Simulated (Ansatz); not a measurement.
# CH₃Cl₃SeTi: taking an electron away

An exercise on one series of results from a longer session: the logs are not shown, and one member is left open.

The runs use Ansatz 0.2.0, Gaussian basis; unrestricted cation, the program's frozen cores in correlated methods.

Plan: UKS PBE-D4/def2-TZVPP; UKS r2SCAN-D4/def2-TZVPP; UKS PBE0-D4/def2-TZVPP; UKS B3LYP-D4/def2-TZVPP; UKS wB97X-V/def2-TZVPP; UKS wB97M-V/def2-TZVPP; UKS B2PLYP/def2-TZVPP; UHF-CCSD(T)/def2-TZVPP; UHF-MP2/def2-QZVPP; extrapolation to the limit; then −ε(HOMO) from the neutral's earlier runs with LDA (SPW92), PBE-D4, revPBE-D4, BLYP-D4, r2SCAN-D4, B97M-V, PBE0-D4, B3LYP-D4, r2SCANh-D4, r2SCAN0-D4, HSE06-D4, BHLYP-D4, CAM-B3LYP-D4, LC-ωPBE, ωB97X-V, ωB97M-V.

## The relaxed structure

All runs share one geometry, relaxed beforehand with PBE0-D4 in a triple-zeta def2 set.

9 atoms, charge 0, spin multiplicity 1.

Atoms are counted from 1 here; the program's logs count them from 0.

Bond lengths: C1–Se2 1.964 Å, C1–H7 1.088 Å, C1–H8 1.088 Å, C1–H9 1.088 Å, Se2–Ti3 2.369 Å, Ti3–Cl4 2.181 Å, Ti3–Cl5 2.166 Å, Ti3–Cl6 2.181 Å. Angles: Se2–C1–H7 109.7°, Se2–C1–H8 109.7°, Se2–C1–H9 106.2°, H7–C1–H8 110.9°, H7–C1–H9 110.1°, H8–C1–H9 110.1°, C1–Se2–Ti3 96.3°, Se2–Ti3–Cl4 107.5°, Se2–Ti3–Cl5 104.2°, Se2–Ti3–Cl6 107.5°, Cl4–Ti3–Cl5 113.8°, Cl4–Ti3–Cl6 109.4°, Cl5–Ti3–Cl6 113.8°.

The first run:

in.yaml reads:

```yaml
crystal:
  periodic: [false, false, false]
  atoms:
    - {symbol: C, position_ang: [-0.061442, -1.427745, 0.862380]}
    - {symbol: Se, position_ang: [1.428263, -0.524706, -0.043740]}
    - {symbol: Ti, position_ang: [0.170337, 1.321603, -0.831238]}
    - {symbol: Cl, position_ang: [-1.432089, 0.537274, -2.085105]}
    - {symbol: Cl, position_ang: [1.612065, 2.528211, -1.907308]}
    - {symbol: Cl, position_ang: [-0.690406, 2.318600, 0.906690]}
    - {symbol: H, position_ang: [-0.463042, -0.782817, 1.640810]}
    - {symbol: H, position_ang: [-0.830335, -1.684996, 0.137272]}
    - {symbol: H, position_ang: [0.355149, -2.331624, 1.303140]}
basis:
  gaussian: {orbitals: def2-TZVPP}
total_charge: 1
magnetization: {spin_polarized: true, initial_magnetization: 1}
hamiltonian: {xc: pbe, dispersion: d4}
```

Started as:

```bash
$ ansatz run in.yaml --threads 2 --pin off --events-out ev --progress --plain --max-ram 32768MiB --backend cuda --devices 0, --max-vram 18GiB
```

Among the steps run: Cation, UKS PBE-D4/def2-TZVPP; Cation, UKS r2SCAN-D4/def2-TZVPP; Cation, UKS PBE0-D4/def2-TZVPP; Cation, UKS B3LYP-D4/def2-TZVPP; Cation, UKS wB97X-V/def2-TZVPP; Cation, UKS wB97M-V/def2-TZVPP; Cation, UKS B2PLYP (frozen core)/def2-TZVPP; Cation, UHF-CCSD(T)/def2-TZVPP; Cation, UHF-MP2/def2-QZVPP.

One table of the session follows, with a row left open; its other results are not shown here.

It belongs to the step «Ionisation energies side by side». Orbital estimates, from the neutral's runs:

```
  functional  −ε(HOMO) (eV)
 LDA (SPW92)           6.50
      PBE-D4           6.35
   revPBE-D4              ?
     BLYP-D4           6.18
   r2SCAN-D4           6.62
      B97M-V           6.66
     PBE0-D4           7.44
    B3LYP-D4           7.22
  r2SCANh-D4           7.02
  r2SCAN0-D4           7.62
    HSE06-D4           7.05
    BHLYP-D4           8.38
CAM-B3LYP-D4           8.66
     LC-ωPBE           9.97
     ωB97X-V           9.64
     ωB97M-V           9.49
```

Q: Estimate the row for revPBE-D4 from the others.

The run gave: −ε(HOMO) (eV): 6.29. In the column «−ε(HOMO) (eV)» it lies between BLYP-D4 (6.18) and PBE-D4 (6.35).
